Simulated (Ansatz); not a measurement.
# C2H6GeSi: vertical spin-state energies, by script

Which spin state of C2H6GeSi lies lowest at this geometry? A script is to give vertical spin-state energies; the system is C2H6GeSi.

Program: the Python package of Ansatz 0.2.0. Level of theory: PBE+D4/6-31G*. These are calculated values, not measurements.

## 1. The structure

Bond lengths: Ge1–C2 1.859 Å, C2–C3 1.447 Å, C2–Si4 1.777 Å, C3–Si4 1.813 Å, Ge1–H5 1.590 Å, Ge1–H6 1.599 Å, Ge1–H7 1.561 Å, C3–H8 1.041 Å, Si4–H9 1.531 Å, Si4–H10 1.394 Å. Angles (14 of 18 angles, heavy atoms first): Ge1–C2–C3 147.0°, Ge1–C2–Si4 145.4°, C3–C2–Si4 67.5°, C2–C3–Si4 65.0°, C2–Si4–C3 47.5°, C2–Ge1–H5 110.8°, C2–Ge1–H6 110.9°, C2–Ge1–H7 112.1°, C2–C3–H8 151.5°, Si4–C3–H8 143.3°, C2–Si4–H9 108.2°, C2–Si4–H10 112.9°, C3–Si4–H9 112.3°, C3–Si4–H10 117.6°.

No structure file is read: the coordinates are typed or built in the script.

## 2. The code

spin_c2h6gesi.py reads:

```python
"""Gap between spin states of C2H6GeSi at one geometry."""

import ansatz as az

config = {
    "basis": "6-31G*",
    "xc": "pbe",
    "dispersion": "d4",
}

GEOMETRY = """
Ge   -0.80060    1.21500   -0.91310
C    -0.05140   -0.21780    0.00380
C    -0.08190   -1.64060    0.26510
Si    1.25450   -0.73690    1.09200
H    -2.03310    0.73840   -1.79760
H    -1.36220    2.31380    0.10400
H     0.23450    1.92350   -1.84180
H    -0.46400   -2.59370    0.09450
H     0.88150   -0.32350    2.51780
H     2.50580   -0.72930    0.47820
"""

system = az.Crystal.molecule()
for line in GEOMETRY.strip().splitlines():
    symbol, *xyz = line.split()
    system = system.atom(symbol, [float(v) for v in xyz])

setup = (
    system.calculation()
    .basis(gaussian=config["basis"])
    .functional(config["xc"], dispersion=config["dispersion"])
)
found = {}
for unpaired in [0, 2]:
    data = setup.spin("collinear", total=unpaired).run().report
    s = unpaired / 2
    found[unpaired] = data["free_energy_ev"]
    print(f"2S+1 = {unpaired + 1}: E = {found[unpaired]:.5f} eV, <S^2> = {abs(data['mean_field']['state']['spin_squared']):.3f} (pure state {s * (s + 1):.2f})")
lowest = min(found, key=found.get)
for unpaired, e in found.items():
    print(f"multiplicity {unpaired + 1}: {96.485332 * (e - found[lowest]):.1f} kJ/mol above the lowest")
```

## 3. The input behind the calls

The package turns the script's settings into the engine's input (first run):

```yaml
crystal:
  periodic: [false, false, false]
  atoms:
    - { symbol: Ge, position_ang: [-0.8006, 1.215, -0.9131] }
    - { symbol: C, position_ang: [-0.0514, -0.2178, 0.0038] }
    - { symbol: C, position_ang: [-0.0819, -1.6406, 0.2651] }
    - { symbol: Si, position_ang: [1.2545, -0.7369, 1.092] }
    - { symbol: H, position_ang: [-2.0331, 0.7384, -1.7976] }
    - { symbol: H, position_ang: [-1.3622, 2.3138, 0.104] }
    - { symbol: H, position_ang: [0.2345, 1.9235, -1.8418] }
    - { symbol: H, position_ang: [-0.464, -2.5937, 0.0945] }
    - { symbol: H, position_ang: [0.8815, -0.3235, 2.5178] }
    - { symbol: H, position_ang: [2.5058, -0.7293, 0.4782] }
basis:
  gaussian:
    orbitals: "6-31G*"
hamiltonian:
  xc: pbe
  dispersion: d4
magnetization:
  spin_polarized: true
  initial_magnetization: 0.0
```

## 4. Running it

The run is started by

```console
> python spin_c2h6gesi.py
```

**Question.** Which spin state is lowest at this geometry, and how far above lie the others?

As calculated:

| quantity | value |
| --- | --- |
| runs compared | 2 |
| lowest | run 1 (2S+1 = 1) |
| next above it by | 3.528 eV |

In words: In order: multiplicity 1 (+0.00 eV) and multiplicity 3 (+3.53 eV), all at the one geometry. The geometry is a force-field or estimated start, not a minimum of this method, and the basis set is short of its limit. All parts are taken at fixed geometry, without zero-point energy.
